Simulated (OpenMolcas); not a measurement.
# Cu⁴⁺ among point charges: CASSCF and CASPT2 levels and susceptibility

Aim: the splitting of the states of Cu⁴⁺ in the field of 6 point charges, its lowest levels with spin-orbit coupling and its magnetic susceptibility.

Method: state-averaged CASSCF and CASPT2, spin-orbit coupling by RASSI with atomic mean-field integrals. Code: OpenMolcas 26.06.

**1. Starting point**

- Species: Cu⁴⁺ (copper, Z = 29, 25 electrons)
- Basis: ANO-RCC-VDZP [5s4p2d1f], 34 functions
- Scalar Hamiltonian: DKH2, point nucleus
- Inactive shells: 1s 2s 2p 3s 3p
- Active space: 7 electrons in 5 orbitals (3d)
- Some configurations of this space: 3d7
- Orbitals: optimised for each spin and parity, averaged over all roots

The outer shells:

3d7
```
3d [↑↓][↑↓][↑ ][↑ ][↑ ]
```

The ion sits among 6 point charges of -1 e arranged as an octahedron (Oh), 2.01 Å from the ion.

Each step is its own input file, run in one work folder so that later steps find the files of earlier ones. Labels, J, g values, rates, χT and fits are worked out afterwards by a script from the matrices that RASSI stores. The input lists half of the charges; inversion (Group=XYZ) makes the rest.

**2. GATEWAY and SEWARD: basis and integrals**

The input, a.inp:

```
&GATEWAY
Coord
1

Cu 0.0 0.0 0.0
Basis=ANO-RCC-VDZP
Group=XYZ
NoMove
AngMom=0.0 0.0 0.0
AMFI
XField
3 Angstrom 0
2.010000 0.000000 0.000000 -1.000000
0.000000 2.010000 0.000000 -1.000000
0.000000 0.000000 2.010000 -1.000000
&SEWARD
```

On the command line:

```bash
$ OMP_NUM_THREADS=1 MOLCAS_MEM=1689 MOLCAS_PROJECT=a pymolcas a.inp > a.log
```

**3. Reference wave functions, quartets of even parity, 10 roots**

The input, a.inp:

```
&RASSCF
FileOrb=start.orb
Symmetry=1
Spin=4
nActEl=7 0 0
Inactive=3 6
Ras2=5 0
CIRoot=10 10 1
SDav=10
CIMx=300
Iter=120 100
PrWF=0.3
OrbListing=Nothing
MaxOrb=0
>>> COPY $Project.JobIph JOB001
```

start.orb holds the contracted functions of the basis, ordered by shell, or the orbitals of the step before.

**4. CASSCF: doublets of even parity, 40 roots**

The input, a.inp:

```
&RASSCF
FileOrb=start.orb
Symmetry=1
Spin=2
nActEl=7 0 0
Inactive=3 6
Ras2=5 0
CIRoot=40 40 1
SDav=40
CIMx=300
Iter=120 100
PrWF=0.3
OrbListing=Nothing
MaxOrb=0
>>> COPY $Project.JobIph JOB002
```

**5. RASSI: spin-orbit coupling between the states**

The input, a.inp:

```
&RASSI
NrOfJobIphs=2 10 40
1 2 3 4 5 6 7 8 9 10
1 2 3 4 5 6 7 8 9 10 11 12 13 14 15 16 17 18 19 20 21 22 23 24 25 26 27
28 29 30 31 32 33 34 35 36 37 38 39 40
IphNames
JOB001
JOB002
EJob
SpinOrbit
DIPRint=1.0
SOCoupling=1000.0
Subsets=2
Property=9
'ANGMOM' 1 'ANGMOM' 2 'ANGMOM' 3 'MLTPL  1' 1 'MLTPL  1' 2 'MLTPL  1' 3
'AMFI' 1 'AMFI' 2 'AMFI' 3
SOProperty=3
'ANGMOM' 1 'ANGMOM' 2 'ANGMOM' 3
```

**6. CASPT2: IPEA 0.25, imaginary shift 0.1 (closed shells correlated: 3s 3p)**

The input, a.inp:

```
>>> COPY JOB001 $Project.JobIph
&CASPT2
Multistate=10 1 2 3 4 5 6 7 8 9 10
NoMult
Frozen=2 3
IPEA=0.25
Imaginary=0.1
MaxIter=60
WThr=0.0 0.3 0.05
PrWF=0.5
NoMix
>>> COPY JOB002 $Project.JobIph
&CASPT2
Multistate=40 1 2 3 4 5 6 7 8 9 10 11 12 13 14 15 16 17 18 19 20 21 22
23 24 25 26 27 28 29 30 31 32 33 34 35 36 37 38 39 40
NoMult
Frozen=2 3
IPEA=0.25
Imaginary=0.1
MaxIter=60
WThr=0.0 0.3 0.05
PrWF=0.5
NoMix
```

(Steps that only read results are left out.)

Before running it: what results should come out? Wanted: spin-free ground state; first state of the same spin within the active space; lowest level; next level.

As calculated:

| quantity | value |
| --- | --- |
| method | SS-CASPT2, IPEA 0.25, imaginary shift 0.1 (closed shells correlated: 3s 3p) |
| spin-free ground state | 4T1, 3-fold in its orbital part |
| first state of the same spin within the active space | 4T2 at 793 cm⁻¹ |
| lowest level | 2-fold Γ6, g = 5.01, 5.01, 5.01 |
| next level | 231.5 cm⁻¹ |
| χT at 300 K | 5.03 cm³ K/mol |
| effective moment at 300 K | 6.34 μB |

Cost by method:

```tsv
method	time of its own steps	time with the reference
A. CASSCF	10 s	10 s
B. SS-CASPT2, IPEA 0.25, imaginary shift 0.1, +3s 3p	3.2 s	14 s
```

Times are of one thread on a shared host.

**Reading.** The spin-free ground state (4T1) comes to 100 % from free-ion F terms and keeps the highest spin of the shell. χT at 300 K is 5.03, against 1.88 cm³ K/mol for the spin alone, so orbital moment adds to it. An active space of the d shell alone favours high spin; real ions in strong fields can be low spin. A ligand-field fit to the states below 45000 cm-1 gives 10Dq = 1229 cm-1, B = 1404 cm-1 and C = 5418 cm-1 (C/B = 3.86), with a deviation of 771 cm-1. CASPT2 does not keep the components of a term degenerate, and the means are used. The field of point charges can differ much from that of real complexes. With metal d orbitals alone active, the gaps between spin states are rough; where two lie within a few thousand cm-1, their order is open. This is an electrostatic model: the charges have no orbitals.
